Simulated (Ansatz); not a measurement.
**CaGe2Pd2: further runs on the relaxed cell**

The task here is to estimate one member of a computed series from the others.

Method: DFT PBEsol, scalar-relativistic, plane waves, PAW, in Ansatz 0.2.0.

1 further run of the same task is left out (set aside as unsound or not needed). Runs told in other sessions of the task aren't counted.

## The structure to begin with

Symmetry: I4/mmm, No. 139, tetragonal system. The conventional cell has a = 4.270 Å, b = 4.270 Å, c = 10.094 Å, α = 90.00°, β = 90.00°, γ = 90.00°. Ca (site symmetry 4/mmm) is surrounded by 8 Ge at 3.27 Å and 8 Pd at 3.31 Å. Around Ge (site symmetry 4mm) lie 4 Pd at 2.49 Å and 1 Ge at 2.50 Å. Pd (site symmetry -4m2) is surrounded by 4 Ge at 2.49 Å.

Structure file:

```xyz
5
Lattice="-2.1350 2.1350 5.0468 2.1350 -2.1350 5.0468 2.1350 2.1350 -5.0468" Properties=species:S:1:pos:R:3 pbc="T T T"
Ca    0.0000    0.0000    0.0000
Ge    0.0000    0.0000    3.7969
Ge    0.0000    0.0000    6.2967
Pd    0.0000    2.1350    2.5234
Pd    2.1350    0.0000    2.5234
```

It goes back to an entry of the Materials Project.

This cell was relaxed beforehand with the same method: volume 18.40 Å³/atom, gap on the mesh none (metal).

The first run:

File input.yaml:

```yaml
crystal:
  lattice:
    - [-2.1133969863, 2.1133969863, 4.9958200942]
    - [2.1133969863, -2.1133969863, 4.9958200942]
    - [2.1133969863, 2.1133969863, -4.9958200942]
  atoms:
    - { symbol: Ca, position: [0.0, 0.0, 0.0] }
    - { symbol: Ge, position: [0.3761723878, 0.3761723878, 0.0] }
    - { symbol: Ge, position: [0.6238276122, 0.6238276122, 0.0] }
    - { symbol: Pd, position: [0.75, 0.25, 0.5] }
    - { symbol: Pd, position: [0.25, 0.75, 0.5] }
basis:
  ecutwfc: 420
kpoints:
  mp_grid: { grid: [12, 12, 12] }
hamiltonian:
  xc: pbesol
scf:
  occupations: { method: gaussian, width: 0.1 }
output:
  forces: true
  stress: true
  eigenvalues: true
relax:
  adjacent_minimum: "off"
  f_tol: 0.01
  max_steps: 30
  cell: { stress_tol: 0.1, fix: [volume] }
```

On the command line:

```bash
> ansatz run input.yaml --threads 2 --pin off --max-ram 5120MiB --backend cpu --events-out ev --progress --plain --runs-dir out
```

Among the steps run: Point at V/V0 = 0.97; The cell scaled to 1.03 of its volume; Volume × 0.94; The cell scaled to 1.06 of its volume; Volume × 0.91; The cell scaled to 1.10 of its volume; Point at V/V0 = 0.88.

One table of the session follows, with a row left open; its other results are not shown here.

It belongs to the step «Fit of the equation of state». 

```
volume (Å³/atom)  energy above the lowest point (meV/atom)  pressure (GPa)
          16.195                                     100.9           16.38
          16.747                                      53.7           11.25
          17.299                                      22.6            6.89
          17.851                                       5.3            3.16
          18.403                                       0.0            0.00
          18.955                                         ?               ?
          19.507                                      17.8           -4.88
          20.243                                      45.7           -7.22
```

Q: Estimate the row for volume (Å³/atom) = 18.955 from the others.

Worked estimate for «energy above the lowest point (meV/atom)». A straight line through the neighbours (18.403, 0.0) and (19.507, 17.8) gives 0.0 + (17.8 − 0.0) × (18.955 − 18.403) / (19.507 − 18.403) = 8.9; a parabola fitted to 4 rows on both sides gives 4.9.

The run gave: energy above the lowest point (meV/atom): 4.7; pressure (GPa): -2.68. In «energy above the lowest point (meV/atom)» the line misses by +4.2 and the parabola by +0.2.
